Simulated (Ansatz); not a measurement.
# H3CCl: the cost of one run

Method: DFT PBE+D3(BJ), plane waves, PAW, scalar-relativistic, no spin polarisation, in Ansatz 0.2.0.

**1. The system as given**

The cell holds 40 atoms (C8H24Cl8): a = 9.029 Å, b = 9.029 Å, c = 9.029 Å, α = 90.00°, β = 90.00°, γ = 90.00°.

Its coordinates follow in the input file.

**2. Preparing the start**

Input file input.yaml:

```yaml
accuracy: low
crystal:
  lattice:
    - [9.028715, 0.0, 0.0]
    - [0.0, 9.028715, 0.0]
    - [0.0, 0.0, 9.028715]
  atoms:
    - { symbol: C, position: [0.0946132, 0.7283346, 0.3359264] }
    - { symbol: Cl, position: [0.119071, 0.7434759, 0.5306676] }
    - { symbol: H, position: [0.1010724, 0.8383103, 0.287055] }
    - { symbol: H, position: [0.1815743, 0.6580451, 0.2909604] }
    - { symbol: H, position: [-0.0133753, 0.6796295, 0.3137662] }
    - { symbol: C, position: [0.4191741, 0.3757492, 0.4216734] }
    - { symbol: Cl, position: [0.4665362, 0.1923701, 0.4753437] }
    - { symbol: H, position: [0.4344251, 0.4492424, 0.5159652] }
    - { symbol: H, position: [0.4908649, 0.4096633, 0.3309263] }
    - { symbol: H, position: [0.3040209, 0.3775717, 0.38616] }
    - { symbol: C, position: [0.9355239, 0.4729196, 0.7398568] }
    - { symbol: Cl, position: [0.771225, 0.5172731, 0.6409113] }
    - { symbol: H, position: [0.9095984, 0.3902073, 0.8235905] }
    - { symbol: H, position: [1.0170845, 0.4292581, 0.6626149] }
    - { symbol: H, position: [0.9777533, 0.5728744, 0.7923019] }
    - { symbol: C, position: [0.9438549, 0.1000907, 0.2629834] }
    - { symbol: Cl, position: [1.0828512, 0.195843, 0.1616764] }
    - { symbol: H, position: [0.9878036, 0.070454, 0.3712191] }
    - { symbol: H, position: [0.8480988, 0.1721638, 0.275673] }
    - { symbol: H, position: [0.9128693, 0.0006196, 0.2024015] }
    - { symbol: C, position: [0.8144315, 0.1031802, 0.752144] }
    - { symbol: Cl, position: [0.8325196, -0.0141561, 0.9091681] }
    - { symbol: H, position: [0.895194, 0.1922533, 0.760401] }
    - { symbol: H, position: [0.8344571, 0.0384556, 0.6524721] }
    - { symbol: H, position: [0.7028692, 0.148723, 0.7500275] }
    - { symbol: C, position: [0.3246279, 0.3556408, 0.038746] }
    - { symbol: Cl, position: [0.3423615, 0.2093965, -0.0918285] }
    - { symbol: H, position: [0.3365752, 0.3105003, 0.1498513] }
    - { symbol: H, position: [0.4107856, 0.4372972, 0.0179168] }
    - { symbol: H, position: [0.2159598, 0.4062352, 0.0262466] }
    - { symbol: C, position: [0.4081999, 0.6925926, 1.0002147] }
    - { symbol: Cl, position: [0.2982176, 0.8488451, 0.9528796] }
    - { symbol: H, position: [0.4029271, 0.6124252, 0.9103805] }
    - { symbol: H, position: [0.5220385, 0.7285084, 1.0168161] }
    - { symbol: H, position: [0.3651451, 0.6437723, 1.1016427] }
    - { symbol: C, position: [0.5650092, 0.6974695, 0.2887915] }
    - { symbol: Cl, position: [0.5710721, 0.7647651, 0.4736863] }
    - { symbol: H, position: [0.531659, 0.7872252, 0.2156035] }
    - { symbol: H, position: [0.6745546, 0.6577247, 0.2580516] }
    - { symbol: H, position: [0.4852026, 0.6073741, 0.2825867] }
basis:
  ecutwfc: 420.0
kpoints:
  mp_grid: { grid: [1, 1, 1] }
hamiltonian:
  xc: pbe
  dispersion: d3bj
scf:
  occupations: { method: fermi_dirac, width: 0.05 }
  lower_state_search: "off"
relax:
  f_tol: 0.3
  max_steps: 15
  adjacent_minimum: "off"
```

Started as:

```
$ ansatz run input.yaml --threads 1 --pin off --max-ram 3072MiB --backend cpu --events-out ev --progress --plain --runs-dir out
```

Q: Estimate wall time and peak memory on 1 thread of Arm Neoverse V1, shared host.

About 40 s, with a peak of 0.58 GiB.
